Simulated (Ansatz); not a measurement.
# AlFH2OZn: a ladder of functionals and wavefunction methods

One table from this session's results is given with a row withheld; the runs are named, their logs left out.

Program: Ansatz 0.2.0, Gaussian basis. Level of theory: functionals in def2-TZVPP, the program's frozen cores in correlated methods. These are calculated values, not measurements.

Levels to be run: LDA (SPW92), PBE-D4, revPBE-D4, BLYP-D4, r2SCAN-D4, B97M-V, PBE0-D4, B3LYP-D4, r2SCANh-D4, r2SCAN0-D4, HSE06-D4, BHLYP-D4, CAM-B3LYP-D4, LC-ωPBE, ωB97X-V, ωB97M-V, B2PLYP, PBE-QIDH; CCSD(T)/def2-SVP; CCSD(T)/def2-TZVPP; MP2/def2-QZVPP; extrapolation to the limit; RPA on PBE.

## The geometry

An earlier PBE0-D4 in a triple-zeta def2 set relaxation fixed the geometry.

SMILES `[OH][Al]([F])[ZnH]`, 6 atoms, charge 0, spin multiplicity 1.

Atoms are counted from 1 here; the program's logs count them from 0.

Bond lengths: O1–Al2 1.694 Å, O1–H5 0.957 Å, Al2–F3 1.659 Å, Al2–Zn4 2.479 Å, Zn4–H6 1.562 Å. Angles: Al2–O1–H5 124.6°, O1–Al2–F3 117.6°, O1–Al2–Zn4 120.2°, F3–Al2–Zn4 122.1°, Al2–Zn4–H6 179.8°.

Set-up of the first run:

Contents of in.yaml:

```yaml
crystal:
  periodic: [false, false, false]
  atoms:
    - {symbol: O, position_ang: [1.357867, -0.271984, -1.155614]}
    - {symbol: Al, position_ang: [0.342281, -0.403360, 0.193583]}
    - {symbol: F, position_ang: [0.744512, -1.519867, 1.353549]}
    - {symbol: Zn, position_ang: [-1.663954, 1.039649, 0.391591]}
    - {symbol: H, position_ang: [2.146283, -0.795602, -1.295587]}
    - {symbol: H, position_ang: [-2.926990, 1.951164, 0.512477]}
basis:
  gaussian: {orbitals: def2-TZVPP}
hamiltonian: {xc: lda}
output: {orbitals: {seedname: orbitals}}
```

Launch:

```sh
ansatz run in.yaml --threads 2 --pin off --events-out ev --progress --plain --max-ram 4352MiB
```

Steps of the session up to this table: LDA; PBE-D4 (GGA); revPBE-D4 (GGA); BLYP-D4 (GGA); r2SCAN-D4 (meta-GGA); B97M-V (meta-GGA); PBE0-D4 (hybrid); B3LYP-D4 (hybrid); r2SCANh-D4 (hybrid); r2SCAN0-D4 (hybrid); HSE06-D4 (hybrid); BHLYP-D4 (hybrid); CAM-B3LYP-D4 (range-separated); LC-ωPBE (range-separated); ωB97X-V (range-separated); ωB97M-V (range-separated); B2PLYP (double hybrid); PBE-QIDH (double hybrid).

One table of the session follows, with a row left open; its other results are not shown here.

It belongs to the step «Orbital energies across the functionals». 

| functional | HOMO (eV) | LUMO (eV) | gap (eV) |
| --- | --- | --- | --- |
| LDA (SPW92) | -6.42 | -2.72 | 3.70 |
| PBE-D4 | -6.30 | -2.53 | 3.76 |
| revPBE-D4 | -6.24 | -2.45 | 3.79 |
| BLYP-D4 | -6.17 | -2.44 | 3.73 |
| r2SCAN-D4 | -6.51 | -2.34 | 4.17 |
| B97M-V | ? | ? | ? |
| PBE0-D4 | -7.32 | -1.83 | 5.49 |
| B3LYP-D4 | -7.15 | -2.04 | 5.11 |
| r2SCANh-D4 | -6.89 | -2.09 | 4.80 |
| r2SCAN0-D4 | -7.46 | -1.72 | 5.74 |
| HSE06-D4 | -6.93 | -2.19 | 4.73 |
| BHLYP-D4 | -8.25 | -1.14 | 7.11 |
| CAM-B3LYP-D4 | -8.59 | -0.95 | 7.64 |
| LC-ωPBE | -9.87 | 0.08 | 9.96 |
| ωB97X-V | -9.54 | -0.02 | 9.52 |
| ωB97M-V | -9.33 | -0.23 | 9.10 |

**Question.** Estimate the row for B97M-V.

As computed: HOMO (eV): -6.54; LUMO (eV): -2.50; gap (eV): 4.04. In the column «HOMO (eV)» it lies between r2SCANh-D4 (-6.89) and r2SCAN-D4 (-6.51).
